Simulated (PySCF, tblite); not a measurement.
# C₄H₇FO₂Si: geometry, infrared bands and NMR shifts

What infrared bands and NMR shifts should C₄H₇FO₂Si (`COC1=C[Si@H](F)CO1`) show?

Programs: tblite 0.8.0 and PySCF 2.14.0, with density-fitted response routines of our own. Each step states its level of theory. These are calculated values for one molecule in the gas phase, unless marked as measured. Atoms count from 0, in the outputs and in this text.

**1. The starting structure**

15 atoms, charge 0, multiplicity 1; geometry from: force field or distance geometry start.

Bonds of the start (Å): C0–O1 1.43, O1–C2 1.37, C2–C3 1.34, C3–Si4 1.83, Si4–F5 1.61, Si4–C6 1.88, C6–O7 1.46, O7–C2 1.41, C0–H8 1.09, C0–H9 1.10, C0–H10 1.10, C3–H11 1.08, Si4–H12 1.49, C6–H13 1.09, C6–H14 1.10.

**2. Relaxing the molecule with GFN2-xTB**

Job settings and geometry (Å):

```
{"job": {"kind": "relax", "xc": "GFN2-xTB", "basis": "xTB"}, "charge": 0, "multiplicity": 1}
C      2.611400     0.455200    -0.436900
O      1.640700    -0.505800    -0.859800
C      0.403200    -0.310400    -0.304500
C     -0.611000    -1.112500    -0.674600
Si    -2.169600    -0.677700     0.180900
F     -3.241000    -0.128100    -0.884900
C     -1.236800     0.739900     0.990600
O      0.171100     0.733900     0.614200
H      3.557700     0.220700    -0.924700
H      2.756800     0.413800     0.651300
H      2.298800     1.463200    -0.746400
H     -0.535700    -1.941400    -1.361900
H     -2.714200    -1.712200     1.099800
H     -1.651000     1.704700     0.699000
H     -1.284900     0.664600     2.087000
```

The run is started by

```sh
$ OMP_NUM_THREADS=1 python probes_run.py task.json out
```

The driver reads the jobs from task.json and runs them one after another.

**Question.** This job is followed by: GFN2-xTB harmonic vibrations, gas phase; GIAO PBE0/pcSseg-1 NMR shielding, non-relativistic, gas phase. Predict these results of the whole session: strongest single infrared mode (GFN2-xTB); zero-point energy (GFN2-xTB); 13C shifts against TMS (PBE0/pcSseg-1); 1H shifts against TMS (PBE0/pcSseg-1, means over atoms taken as alike); 17O shifts against H2O (PBE0/pcSseg-1); 29Si shifts against TMS (PBE0/pcSseg-1); 19F shifts against CFCl3 (PBE0/pcSseg-1).

**Answer**, as computed:

| quantity | value |
| --- | --- |
| strongest single infrared mode (GFN2-xTB) | 1593 cm⁻¹, 635 km/mol |
| zero-point energy (GFN2-xTB) | 66.2 kcal/mol |
| 13C shifts against TMS (PBE0/pcSseg-1) | 186.9, 64.0, 64.0, 55.3 ppm |
| 1H shifts against TMS (PBE0/pcSseg-1, means over atoms taken as alike) | 5.81, 4.09, 3.93, 3.86, 3.82 ppm |
| 17O shifts against H2O (PBE0/pcSseg-1) | 145.9, 123.1 ppm |
| 29Si shifts against TMS (PBE0/pcSseg-1) | 19.4 ppm |
| 19F shifts against CFCl3 (PBE0/pcSseg-1) | -174.4 ppm |

**Reading.** Relaxing lowered the energy by 0.364 eV in 36 steps; the close pair that moved most is C2–O7, from 1.410 to 1.346 Å. No mode is imaginary among the 39: a minimum at this level. The strongest single mode, at 1593 cm⁻¹, moves mainly C2 and C3. Unscaled tight-binding wavenumbers are off by several per cent, some by more. Its intensities can rank the bands wrongly. The most deshielded carbon is C2 (alkene carbon bearing oxygen), at 186.9 ppm: an sp2 carbon further deshielded by the attached heteroatom. At PBE0/pcSseg-1: The largest span, 202 ppm, is at O7, where the paramagnetic term is -214 ppm.
